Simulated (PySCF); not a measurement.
# [HgH3(H2O)]−: a change of charge

Aim: at the relaxed geometry of [HgH3(H2O)]−, try a change of charge. The species was built from a template and needn't be a known compound.

Method: PBE0, Hg def2-SVP with ECP60, H def2-SVP, O def2-SVP; scalar-relativistic core potentials, no spin–orbit coupling; program: PySCF 2.14.0.

1 further run of the same task is left out (for a known fault of the program).

## (1) Where the work starts

7 atoms, charge -1, spin multiplicity 1.

Bond lengths: Hg1–H2 1.744 Å, Hg1–H3 1.795 Å, Hg1–H4 1.798 Å, O5–H6 0.970 Å, O5–H7 0.972 Å. Angles: H2–Hg1–H3 124.2°, H2–Hg1–H4 123.9°, H3–Hg1–H4 111.9°, H6–O5–H7 98.3°.

As a file:

```xyz
7
charge -1, multiplicity 1
Hg    0.10105    0.09771    0.36924
H     1.45272    0.22551    1.46380
H    -1.60519    0.41238    0.83026
H     0.25344   -0.37002   -1.36021
O    -2.06357    1.29722   -1.99672
H    -2.25189    1.13363   -1.05948
H    -1.27836    0.73135   -2.08251
```

Formal oxidation states: Hg +2. An earlier session relaxed this geometry at PBE0, Hg def2-SVP with ECP60, H def2-SVP, O def2-SVP (singlet, point group C1).

Its energy there is -231.508926 Eh.

## (2) One electron removed, multiplicity 2

File run.py (the lines that set the calculation):

```python
mol = gto.M(atom='''
Hg     0.10105     0.09771     0.36924
H      1.45272     0.22551     1.46380
H     -1.60519     0.41238     0.83026
H      0.25344    -0.37002    -1.36021
O     -2.06357     1.29722    -1.99672
H     -2.25189     1.13363    -1.05948
H     -1.27836     0.73135    -2.08251''',
    basis={'Hg': 'def2-SVP', 'H': 'def2-SVP', 'O': 'def2-SVP'},
    ecp={'Hg': 'def2-SVP'},
    charge=0, spin=1)
mf = dft.UKS(mol, xc='PBE0')
mf.grids.atom_grid = (50, 194)
mf = mf.density_fit()  # fitting sets: Hg def2-universal-JKFIT, H def2-universal-JKFIT, O def2-universal-JKFIT
mf.conv_tol = 1e-08; mf.max_cycle = 55
mf.kernel(dm0)  # dm0: the density of the relaxed state
```

The run is started by

```console
$ OMP_NUM_THREADS=2 python run.py
```

Log:

```text
init E= -231.516896286193
  HOMO = -0.0557046286563  LUMO = -0.0433541035183  gap/eV = 0.33607
cycle= 1 E= -231.356531202783  delta_E= 0.16  |g|= 0.159  |ddm|= 0.599
  HOMO = -0.290518613664  LUMO = -0.255906021666  gap/eV = 0.94186
cycle= 2 E= -231.37246575329  delta_E= -0.0159  |g|= 0.141  |ddm|= 0.565
  HOMO = -0.279938126529  LUMO = -0.216707000329  gap/eV = 1.72061
cycle= 3 E= -231.382069305278  delta_E= -0.0096  |g|= 0.0264  |ddm|= 0.204
  HOMO = -0.273395493491  LUMO = -0.204047251348  gap/eV = 1.88706
cycle= 4 E= -231.382607369883  delta_E= -0.000538  |g|= 0.0114  |ddm|= 0.0501
  HOMO = -0.271619224338  LUMO = -0.201750189398  gap/eV = 1.90123
cycle= 5 E= -231.382741460417  delta_E= -0.000134  |g|= 0.00652  |ddm|= 0.0269
  HOMO = -0.272011376474  LUMO = -0.200580434304  gap/eV = 1.94373
cycle= 6 E= -231.382792115831  delta_E= -5.07e-05  |g|= 0.00155  |ddm|= 0.0199
  HOMO = -0.272615914469  LUMO = -0.200188811586  gap/eV = 1.97084
cycle= 7 E= -231.382796872886  delta_E= -4.76e-06  |g|= 0.000912  |ddm|= 0.00682
  HOMO = -0.272557594681  LUMO = -0.200127027101  gap/eV = 1.97094
cycle= 8 E= -231.382797736357  delta_E= -8.63e-07  |g|= 0.000347  |ddm|= 0.00259
  HOMO = -0.272595632741  LUMO = -0.200108209445  gap/eV = 1.97248
cycle= 9 E= -231.382797897857  delta_E= -1.61e-07  |g|= 8.41e-05  |ddm|= 0.00135
  HOMO = -0.272634284647  LUMO = -0.200096455979  gap/eV = 1.97385
cycle= 10 E= -231.382797917866  delta_E= -2e-08  |g|= 3.15e-05  |ddm|= 0.000531
  HOMO = -0.272638186983  LUMO = -0.200098165905  gap/eV = 1.97391
cycle= 11 E= -231.382797919553  delta_E= -1.69e-09  |g|= 1.31e-05  |ddm|= 0.000114
  HOMO = -0.272638990961  LUMO = -0.200098633789  gap/eV = 1.97392
Extra cycle  E= -231.382797920212  delta_E= -6.59e-10  |g|= 2.18e-05  |ddm|= 6.75e-05
converged SCF energy = -231.382797920212  <S^2> = 0.78228771  2S+1 = 2.0320312
```

It took 1.5 s on 2 threads of Arm Neoverse V2, shared host.

Result: E = -231.382798 Eh (+3.432 eV from the relaxed state), HOMO -7.42 eV, LUMO -5.44 eV (over both spins), ⟨S²⟩ = 0.782, Mulliken charge on Hg1 +0.14 e. 

## (3) Results

| state | energy from the relaxed state (eV) | ⟨S²⟩ | time |
| --- | --- | --- | --- |
| charge -1, singlet, vacuum (relaxed) | 0 | 0.00 |  |
| charge 0, doublet, vacuum | 3.43 | 0.78 | 1.5 s |

An electron taken off or put on is at rest in vacuum. 

Removing an electron vertically costs 3.43 eV (doublet), against −HOMO = 1.35 eV. The bases are small and lack diffuse functions. Spin–orbit coupling is left out.
